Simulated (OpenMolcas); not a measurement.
# Mn²⁺ among point charges: CASSCF and CASPT2 levels and susceptibility

Aim: the splitting of the states of Mn²⁺ in the field of 6 point charges, its lowest levels with spin-orbit coupling and its magnetic susceptibility.

Method: state-averaged CASSCF and CASPT2, spin-orbit coupling by RASSI with atomic mean-field integrals. Code: OpenMolcas 26.06.

**1. The system**

```
Species                           : Mn²⁺ (manganese, Z = 25, 23 electrons)
Basis                             : ANO-RCC-VDZP [5s4p2d1f], 34 functions
Scalar Hamiltonian                : DKH2, point nucleus
Inactive shells                   : 1s 2s 2p 3s 3p
Active space                      : 5 electrons in 5 orbitals (3d)
Some configurations of this space : 3d5
Orbitals                          : optimised for each spin and parity, averaged over all roots
```

Outer shells as boxes (Hund's rule):

3d5
```
3d [↑ ][↑ ][↑ ][↑ ][↑ ]
```

The ion sits among 6 point charges of -2.2 e arranged as an octahedron (Oh), 2.03 Å from the ion.

Each step is its own input file, run in one work folder so that later steps find the files of earlier ones. Labels, J, g values, rates, χT and fits are worked out afterwards by a script from the matrices that RASSI stores. The input lists half of the charges; inversion (Group=XYZ) makes the rest.

**2. One- and two-electron integrals**

a.inp reads:

```
&GATEWAY
Coord
1

Mn 0.0 0.0 0.0
Basis=ANO-RCC-VDZP
Group=XYZ
NoMove
AngMom=0.0 0.0 0.0
AMFI
XField
3 Angstrom 0
2.030000 0.000000 0.000000 -2.200000
0.000000 2.030000 0.000000 -2.200000
0.000000 0.000000 2.030000 -2.200000
&SEWARD
```

On the command line:

```console
$ OMP_NUM_THREADS=1 MOLCAS_MEM=1689 MOLCAS_PROJECT=a pymolcas a.inp > a.log
```

**3. CASSCF: sextets of even parity, 1 root**

a.inp reads:

```
&RASSCF
FileOrb=start.orb
Symmetry=1
Spin=6
nActEl=5 0 0
Inactive=3 6
Ras2=5 0
CIRoot=1 1 1
SDav=1
CIMx=300
Iter=120 100
PrWF=0.3
OrbListing=Nothing
MaxOrb=0
>>> COPY $Project.JobIph JOB001
```

start.orb holds the contracted functions of the basis, ordered by shell, or the orbitals of the step before.

**4. CASSCF: quartets of even parity, 24 roots**

a.inp reads:

```
&RASSCF
FileOrb=start.orb
Symmetry=1
Spin=4
nActEl=5 0 0
Inactive=3 6
Ras2=5 0
CIRoot=24 24 1
SDav=24
CIMx=300
Iter=120 100
PrWF=0.3
OrbListing=Nothing
MaxOrb=0
>>> COPY $Project.JobIph JOB002
```

**5. Reference wave functions, doublets of even parity, 75 roots**

a.inp reads:

```
&RASSCF
FileOrb=start.orb
Symmetry=1
Spin=2
nActEl=5 0 0
Inactive=3 6
Ras2=5 0
CIRoot=75 75 1
SDav=75
CIMx=300
Iter=120 100
PrWF=0.3
OrbListing=Nothing
MaxOrb=0
>>> COPY $Project.JobIph JOB003
```

**6. RASSI: spin-orbit coupling between the states**

a.inp reads:

```
&RASSI
NrOfJobIphs=3 1 24 75
1
1 2 3 4 5 6 7 8 9 10 11 12 13 14 15 16 17 18 19 20 21 22 23 24
1 2 3 4 5 6 7 8 9 10 11 12 13 14 15 16 17 18 19 20 21 22 23 24 25 26 27
28 29 30 31 32 33 34 35 36 37 38 39 40 41 42 43 44 45 46 47 48 49 50 51
52 53 54 55 56 57 58 59 60 61 62 63 64 65 66 67 68 69 70 71 72 73 74 75
IphNames
JOB001
JOB002
JOB003
EJob
SpinOrbit
DIPRint=1.0
SOCoupling=1000.0
Subsets=2
Property=9
'ANGMOM' 1 'ANGMOM' 2 'ANGMOM' 3 'MLTPL  1' 1 'MLTPL  1' 2 'MLTPL  1' 3
'AMFI' 1 'AMFI' 2 'AMFI' 3
SOProperty=3
'ANGMOM' 1 'ANGMOM' 2 'ANGMOM' 3
```

**7. CASPT2: IPEA 0.25, imaginary shift 0.1 (closed shells correlated: 3s 3p)**

a.inp reads:

```
>>> COPY JOB001 $Project.JobIph
&CASPT2
Multistate=1 1
Frozen=2 3
IPEA=0.25
Imaginary=0.1
MaxIter=60
WThr=0.0 0.3 0.05
PrWF=0.5
NoMix
>>> COPY JOB002 $Project.JobIph
&CASPT2
Multistate=24 1 2 3 4 5 6 7 8 9 10 11 12 13 14 15 16 17 18 19 20 21 22
23 24
NoMult
Frozen=2 3
IPEA=0.25
Imaginary=0.1
MaxIter=60
WThr=0.0 0.3 0.05
PrWF=0.5
NoMix
>>> COPY JOB003 $Project.JobIph
&CASPT2
Multistate=75 1 2 3 4 5 6 7 8 9 10 11 12 13 14 15 16 17 18 19 20 21 22
23 24 25 26 27 28 29 30 31 32 33 34 35 36 37 38 39 40 41 42 43 44 45 46
47 48 49 50 51 52 53 54 55 56 57 58 59 60 61 62 63 64 65 66 67 68 69 70
71 72 73 74 75
NoMult
Frozen=2 3
IPEA=0.25
Imaginary=0.1
MaxIter=60
WThr=0.0 0.3 0.05
PrWF=0.5
NoMix
```

(Steps that only read results are left out.)

What does the calculation give? Wanted: spin-free ground state; lowest level; next level.

The runs gave:

```
                 quantity                                                                        value
                   method  SS-CASPT2, IPEA 0.25, imaginary shift 0.1 (closed shells correlated: 3s 3p)
   spin-free ground state                                              6A1, 1-fold in its orbital part
             lowest level                                                                       6-fold
               next level                                                                 23905.7 cm⁻¹
              χT at 300 K                                                               4.39 cm³ K/mol
effective moment at 300 K                                                                      5.92 μB
```

Cost by method:

| method | time of its own steps | time with the reference |
| --- | --- | --- |
| A. CASSCF | 29 s | 29 s |
| B. SS-CASPT2, IPEA 0.25, imaginary shift 0.1, +3s 3p | 7.6 s | 36 s |

Times are of one thread on a shared host.

In words: The spin-free ground state (6A1) comes to 100 % from free-ion S terms and keeps the highest spin of the shell. χT at 300 K is 4.39, against 4.39 cm³ K/mol for the spin alone, as a half-filled shell (L = 0) has no orbital moment. An active space of the d shell alone favours high spin; real ions in strong fields can be low spin. A ligand-field fit to the states below 45000 cm-1 gives 10Dq = 6078 cm-1, B = 775 cm-1 and C = 3789 cm-1 (C/B = 4.89), with a deviation of 792 cm-1. CASPT2 does not keep the components of a term degenerate, and the means are used. The field of point charges can differ much from that of real complexes. With metal d orbitals alone active, the gaps between spin states are rough; where two lie within a few thousand cm-1, their order is open. This is an electrostatic model: the charges have no orbitals.
